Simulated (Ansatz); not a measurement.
# InCl: small, medium and large basis sets

The task here is to estimate one member of a computed series from the others.

Method: one geometry, several basis sets; program: Ansatz 0.2.0, Gaussian basis.

Levels to be run: PBE0-D4/def2-SVP; ωB97M-V/def2-SVP; PBE0-D4/def2-QZVPP; ωB97M-V/def2-QZVPP; the functionals' def2-TZVPP values are taken from earlier runs.

## Structure used throughout

An earlier PBE0-D4 in a triple-zeta def2 set relaxation fixed the geometry. In takes the def2 core potential; no spin-orbit term is included.

SMILES `[Cl][In]`, 2 atoms, charge 0, spin multiplicity 1.

Atoms are counted from 1 here; the program's logs count them from 0.

Bond lengths: Cl1–In2 2.413 Å.

The first run:

in.yaml reads:

```yaml
crystal:
  periodic: [false, false, false]
  atoms:
    - {symbol: Cl, position_ang: [-0.000000, -0.000000, -0.013880]}
    - {symbol: In, position_ang: [0.000000, 0.000000, 2.399540]}
basis:
  gaussian: {orbitals: def2-SVP}
hamiltonian: {xc: pbe0, dispersion: d4}
output: {orbitals: {seedname: orbitals}}
```

Started as:

```bash
$ ansatz run in.yaml --threads 2 --pin off --events-out ev --progress --plain --max-ram 32768MiB --backend cpu
```

Steps of the session up to this table: PBE0-D4 in def2-SVP; ωB97M-V in def2-SVP; PBE0-D4 in def2-QZVPP; ωB97M-V in def2-QZVPP.

One of the session's tables, all rows but one given; the rest of the session is left out.

It belongs to the step «Density functionals: the series». 

```
functional       basis  HOMO (eV)  LUMO (eV)
   PBE0-D4    def2-SVP      -7.12      -1.68
   PBE0-D4  def2-TZVPP      -7.26      -1.79
   PBE0-D4  def2-QZVPP          ?          ?
   ωB97M-V    def2-SVP      -9.10      -0.07
   ωB97M-V  def2-TZVPP      -9.28      -0.29
   ωB97M-V  def2-QZVPP      -9.33      -0.36
```

Q: Estimate the row for PBE0-D4, def2-QZVPP from the others.

As computed: HOMO (eV): -7.30; LUMO (eV): -1.82. In the column «HOMO (eV)» it lies between ωB97M-V, def2-SVP (-9.10) and PBE0-D4, def2-TZVPP (-7.26).
